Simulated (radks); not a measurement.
# Br⁻ held by a Watson sphere

Aim: the size and levels of Br⁻ inside a shell of charge +1 and radius R, which stands for the Madelung well of a crystal, for several R.

Method: scalar-relativistic Kohn-Sham, LDA (Slater exchange, Perdew-Wang correlation), spin-unpolarised, spherical densities, finite nucleus. Code: radks (a radial shooting solver on a logarithmic mesh, Libxc functionals) version 1.

### 1 What is computed

| Quantity | Value |
| --- | --- |
| element | bromine (Z = 35) |
| charge | -1 |
| electrons | 36 |
| configuration | [Kr] |
| nuclear rms radius | 4.1629 fm |

Outer shells as boxes (Hund's rule):

Br⁻
```
[Ar] core
3d [↑↓][↑↓][↑↓][↑↓][↑↓]
4s [↑↓]
4p [↑↓][↑↓][↑↓]
```

### 2 R = 2.24 bohr

The run's settings:

```text
Z 35
configuration [Kr]
relativity scalar-relativistic
functional lda,pw
spin unpolarised
nucleus finite rms 4.1629 fm
c 137.035999084
watson charge 1 radius 2.24 bohr
response adiabatic LDA kernel
```

### 3 R = 2.66 bohr

Settings, as their differences from step 2:

```diff
@@ -7,3 +7,3 @@
 c 137.035999084
-watson charge 1 radius 2.24 bohr
+watson charge 1 radius 2.66 bohr
 response adiabatic LDA kernel
```

### 4 R = 2.85 bohr

Settings, as their differences from step 3:

```diff
@@ -7,3 +7,3 @@
 c 137.035999084
-watson charge 1 radius 2.66 bohr
+watson charge 1 radius 2.85 bohr
 response adiabatic LDA kernel
```

### 5 R = 3.11 bohr

Settings, as their differences from step 4:

```diff
@@ -7,3 +7,3 @@
 c 137.035999084
-watson charge 1 radius 2.85 bohr
+watson charge 1 radius 3.11 bohr
 response adiabatic LDA kernel
```

### 6 R = 3.23 bohr

Settings, as their differences from step 5:

```diff
@@ -7,3 +7,3 @@
 c 137.035999084
-watson charge 1 radius 3.11 bohr
+watson charge 1 radius 3.23 bohr
 response adiabatic LDA kernel
```

### 7 R = 4.2 bohr

Settings, as their differences from step 6:

```diff
@@ -7,3 +7,3 @@
 c 137.035999084
-watson charge 1 radius 3.23 bohr
+watson charge 1 radius 4.2 bohr
 response adiabatic LDA kernel
```

### 8 R = 4.52 bohr

Settings, as their differences from step 7:

```diff
@@ -7,3 +7,3 @@
 c 137.035999084
-watson charge 1 radius 4.2 bohr
+watson charge 1 radius 4.52 bohr
 response adiabatic LDA kernel
```

**Question.** What will these runs give? Wanted: for each run, R; highest level; its <r>; sum of <r²>; α.

As calculated:

| R (bohr) | highest level (eV) | its <r> (bohr) | sum of <r²> (bohr²) | α (bohr³) |
| --- | --- | --- | --- | --- |
| 2.24 | -8.455 | 2.125 | 46.06 | 24.56 |
| 2.66 | -7.913 | 2.174 | 47.80 | 27.95 |
| 2.85 | -7.659 | 2.193 | 48.50 | 29.58 |
| 3.11 | -7.313 | 2.216 | 49.37 | 31.87 |
| 3.23 | -7.156 | 2.226 | 49.73 | 32.93 |
| 4.2 | -6.001 | 2.279 | 51.96 | 41.17 |
| 4.52 | -5.672 | 2.290 | 52.46 | 43.60 |

In words: From R = 2.24 to 4.52 bohr the top level moves from -8.455 to -5.672 eV and its mean radius from 2.13 to 2.29 bohr. A wider sphere makes a shallower well, so the ion swells. The polarisability goes from 24.6 to 43.6 bohr³. Response by self-consistent Sternheimer equations with the Hartree and adiabatic LDA kernel, the relativistic mass of each level held fixed and spin-orbit coupling left out. The sphere does not respond.
